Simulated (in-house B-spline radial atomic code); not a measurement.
# Ru³⁹⁺: ionisation energy by several methods

How far do functionals differ on the ionisation energy of Ru³⁹⁺? Each run solves Ru³⁹⁺ and then the next ion ([He] 2s2).

Program: in-house B-spline radial atomic code version 1. Level of theory: non-relativistic, several functionals, spin-polarised, exact exchange averaged over the configuration; spherical all-electron atom at the radial basis limit. These are calculated values, not measurements, unless marked.

## Step 1: Starting point

| Item | Value |
| --- | --- |
| element | ruthenium (Z = 44) |
| charge | +39 |
| electrons | 5 |
| configuration | [He] 2s2 2p1 |
| nucleus | point |

The outer shells:

[He] 2s2 2p1
```
[He] core
2s [↑↓]
2p [↑ ][  ][  ]
```

Where spins are not typed, each open shell is filled with up spins first.

## Step 2: M06-2X

The run's settings:

```ini
Z = 44
electrons = 5.0
configuration = [He] 2s2 2p1
hamiltonian = nr
method = m062x
spin_polarised = True
exact_exchange = averaged over the configuration
```

Started as:

```bash
python run_scf.py task.json out
```

task.json lists these runs, among others, and the program works through them in turn.

From the run's result record (rounded, not every field):

```text
status: converged
scf [iteration, energy, orbital gradient]:
  - [1, -2561.32948299, 0.147]
  - [2, -2561.3321796, 0.0013]
  - [3, -2561.33217969, 0.000652]
  - [4, -2561.33217972, 0.000328]
  - [5, -2561.33217973, 4.12e-06]
  - [6, -2561.33217973, 6.86e-08]
energy [hartree]: {"total": -2561.33217973, "kinetic": 2561.10172086, "nuclear": -5221.37216824, "coulomb": 138.302382254, "exact_exchange": -20.1356143894, "xc": -19.2285002123}
orbitals [hartree, bohr; first row names the columns]:
  - ["name", "occ", "eps", "<r>", "<r^2>", "<1/r>", "r_max", "density_at_nucleus", "spin_orbit_zeta"]
  - ["1s up", 1.0, -908.50123, 0.034471, 0.0015874, 43.62, 0.022865, 26653.0, "-"]
  - ["1s down", 1.0, -908.13122, 0.034463, 0.0015865, 43.627, 0.02286, 26661.0, "-"]
  - ["2s up", 1.0, -211.45382, 0.14208, 0.023568, 10.495, 0.12302, 3074.7, "-"]
  - ["2s down", 1.0, -210.48768, 0.14232, 0.023653, 10.473, 0.12307, 3060.9, "-"]
  - ["2p up", 1.0, -207.73094, 0.12, 0.017326, 10.453, 0.095505, "-", 3.5126]
sum_r [bohr^k]: {"-1": 118.6675, "1": 0.473332, "2": 0.06772128}
density_at_nucleus [bohr^-3]: 59449.83
spin_density_at_nucleus [bohr^-3]: 5.5197
mass_velocity [hartree]: -282.8659
darwin [hartree]: 218.8033
radius_at_0.001 [bohr]: 0.484
radius_enclosing_fraction [bohr]: {"0.5": 0.08557, "0.9": 0.1876, "0.99": 0.2793}
slater [hartree]:
  F0(2s up,2s up): 6.3522
  F0(2s up,2s down): 6.3468
  F0(2s up,2p up): 6.8161
  G1(2s up,2p up): 3.7731
  F0(2s down,2s down): 6.3414
  F0(2s down,2p up): 6.8094
  F0(2p up,2p up): 7.5728
  F2(2p up,2p up): 3.6507
ionisation_energy [hartree]: 209.336249
```

Run time: 0.51 s. Hardware: 1 thread, shared host.

The run also solves the next ion with the same method; the record keeps the difference, ionisation_energy. radius_at_0.001 is where the density falls to 0.001 electrons per bohr³. Meta-GGA runs start from a PBE run whose iterations are not counted.

Radial density 4πr²n(r) and radial functions P(r) = rR(r):

```tsv
r (bohr)	4πr²n	2s down	2p up
0.00174	1.941	0.3159	0.0070
0.00234	3.330	0.4135	0.0124
0.00315	5.618	0.5366	0.0221
0.00424	9.245	0.6872	0.0391
0.00572	14.76	0.8653	0.0689
0.00770	22.45	1.0600	0.1197
0.0104	32.23	1.2535	0.2058
0.0140	42.41	1.4012	0.3449
0.0188	49.89	1.4400	0.5604
0.0253	50.65	1.2811	0.8821
0.0341	42.41	0.8252	1.3265
0.0460	28.87	0.0133	1.8726
0.0619	19.69	-1.0682	2.4216
0.0834	20.36	-2.1520	2.7978
0.112	23.72	-2.7858	2.7722
0.151	18.85	-2.6280	2.2368
0.204	8.033	-1.7604	1.3599
0.275	1.547	-0.7839	0.5708
0.370	0.1073	-0.2083	0.1466
0.498	0.001870	-0.0277	0.0192
```

Clear maxima of the radial density (full grid of the record): 0.022, 0.11 bohr.

## Step 3: LC-ωPBE

Settings: those of step 2 with these lines changed.

```diff
@@ -4,3 +4,3 @@
 hamiltonian = nr
-method = m062x
+method = lc_wpbe
 spin_polarised = True
```

Results of the run:

```text
status: converged
scf [iteration, energy, orbital gradient]:
  - [1, -2556.40937336, 4.8]
  - [2, -2560.76456701, 0.0722]
  - [3, -2560.76608616, 0.0354]
  - [4, -2560.76644799, 0.0173]
  - [5, -2560.76656102, 0.000353]
  - [6, -2560.76656108, 1.41e-06]
  - [7, -2560.76656108, 8.62e-09]
energy [hartree]: {"total": -2560.76656108, "kinetic": 2560.61872938, "nuclear": -5220.88528234, "coulomb": 140.111969036, "exact_exchange": -0.901756099752, "xc": -39.7102210533}
orbitals [hartree, bohr; first row names the columns]:
  - ["name", "occ", "eps", "<r>"]
  - ["1s up", 1.0, -903.72731, 0.034498]
  - ["1s down", 1.0, -903.27524, 0.034481]
  - ["2s up", 1.0, -210.26461, 0.14207]
  - ["2s down", 1.0, -209.49549, 0.14232]
  - ["2p up", 1.0, -206.16016, 0.12002]
sum_r [bohr^k]: {"-1": 118.6565, "1": 0.4733894, "2": 0.06774452}
ionisation_energy [hartree]: 209.247466
```

It took 1 s on 1 thread, shared host.

## Step 4: TPSSh

Settings: those of step 3 with these lines changed.

```diff
@@ -4,3 +4,3 @@
 hamiltonian = nr
-method = lc_wpbe
+method = tpssh
 spin_polarised = True
```

Results of the run:

```text
status: converged
scf [iteration, energy, orbital gradient]:
  - [1, -2561.17978101, 0.11]
  - [2, -2561.18081114, 0.000637]
  - [3, -2561.18081117, 0.00032]
  - [4, -2561.18081117, 0.00016]
  - [5, -2561.18081118, 1.19e-06]
  - [6, -2561.18081118, 2.37e-08]
energy [hartree]: {"total": -2561.18081118, "kinetic": 2561.03114733, "nuclear": -5221.30533141, "coulomb": 139.973896181, "exact_exchange": -3.72945001127, "xc": -37.1510732722}
orbitals [hartree, bohr; first row names the columns]:
  - ["name", "occ", "eps", "<r>"]
  - ["1s up", 1.0, -905.34175, 0.03448]
  - ["1s down", 1.0, -904.82895, 0.034455]
  - ["2s up", 1.0, -210.46946, 0.14201]
  - ["2s down", 1.0, -209.60723, 0.14232]
  - ["2p up", 1.0, -206.28391, 0.12006]
sum_r [bohr^k]: {"-1": 118.666, "1": 0.4733371, "2": 0.06772206}
ionisation_energy [hartree]: 209.197772
```

It took 0.45 s on 1 thread, shared host.

## Step 5: The ladder

| method | rung | total energy (hartree) | ΔSCF (eV) | −ε highest (eV) | ΔSCF less tabulated (eV) |
| --- | --- | --- | --- | --- | --- |
| M06-2X | global hybrid | -2561.3322 | 5696.33 | 5652.65 (2p up) | -164.67 |
| TPSSh | global hybrid | -2561.1808 | 5692.56 | 5613.27 (2p up) | -168.44 |
| LC-ωPBE | range-separated hybrid | -2560.7666 | 5693.91 | 5609.90 (2p up) | -167.09 |

What this shows: Tables give 5861 ± 4 eV (semi-empirical; NIST Atomic Spectra Database) for the ionisation energy. M06-2X misses by -164.67 eV, the least, and TPSSh by -168.44 eV (2.9 %), the most. All methods miss on the same side by much the same amount, which points to something that they share. These runs lack relativity altogether, which can outweigh the gaps between the methods, so the nearest may be so by luck. These runs leave out relativity, which matters at this nuclear charge. Open shells are averaged (over orientations, and over spins where the run is restricted), while tables refer to the lowest levels.

What each method cost (CPU seconds, one thread, shared host; runs marked * also made radial tables):

| method | CPU time | miss (eV) |
| --- | --- | --- |
| TPSSh | 0.24 s | -168.44 |
| M06-2X* | 0.29 s | -164.67 |
| LC-ωPBE* | 0.57 s | -167.09 |
